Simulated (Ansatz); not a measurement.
# ZrH2+ (doublet): the correlation ladder, def2-TZVPP

One table from this session's results is given with a row withheld; the runs are named, their logs left out.

Computed with Ansatz 0.2.0, Gaussian basis. Level: def2-TZVPP, core rule «outside noble gas», up to 4 orbitals frozen.

The runs, in order: UHF; ROHF; CCSD(T) on UHF.

2 further runs of the same task are left out: 2 set aside as unsound or not needed.

## The geometry

The geometry is a PBE0/def2-TZVP stationary point (not a proven minimum) of the parent state, kept for this charge and spin. No spin-orbit coupling is included. Elements past krypton take def2 core potentials.

3 atoms, charge 1, spin multiplicity 2.

Atoms are counted from 1 here; the program's logs count them from 0.

Bond lengths: Zr1–H2 1.963 Å, Zr1–H3 1.963 Å. Angles: H2–Zr1–H3 180.0°.

Geometry (Å):

```xyz
3
H2Zr
Zr    0.00000    0.00000    0.00000
H     0.00000    0.00000   -1.96330
H     0.00000    0.00000    1.96330
```

The first run:

in.yaml reads:

```yaml
crystal:
  periodic: [false, false, false]
  atoms:
    - {symbol: Zr, position_ang: [0.000000, 0.000000, 0.000000]}
    - {symbol: H, position_ang: [0.000000, 0.000000, -1.963300]}
    - {symbol: H, position_ang: [0.000000, 0.000000, 1.963300]}
basis:
  gaussian: {orbitals: def2-TZVPP}
total_charge: 1
magnetization: {spin_polarized: true, initial_magnetization: 1}
hamiltonian: {xc: hf}
output: {orbitals: {seedname: orbitals}}
```

On the command line:

```
$ ansatz run in.yaml --threads 1 --pin off --events-out ev --progress --plain --max-ram 4096MiB --backend cpu
```

Steps of the session up to this table: UHF; ROHF; CCSD(T) on UHF.

One of the session's tables, all rows but one given; the rest of the session is left out.

```
  method  from UCCSD(T) (meV)
    ROHF              +2310.2
     UHF                    ?
    UMP2               +497.1
   UCCSD                +29.4
UCCSD(T)                    0
```

**Question.** Estimate the row for UHF.

As computed: from UCCSD(T) (meV): +2236.3. In the column «from UCCSD(T) (meV)» it lies between UMP2 (+497.1) and ROHF (+2310.2).
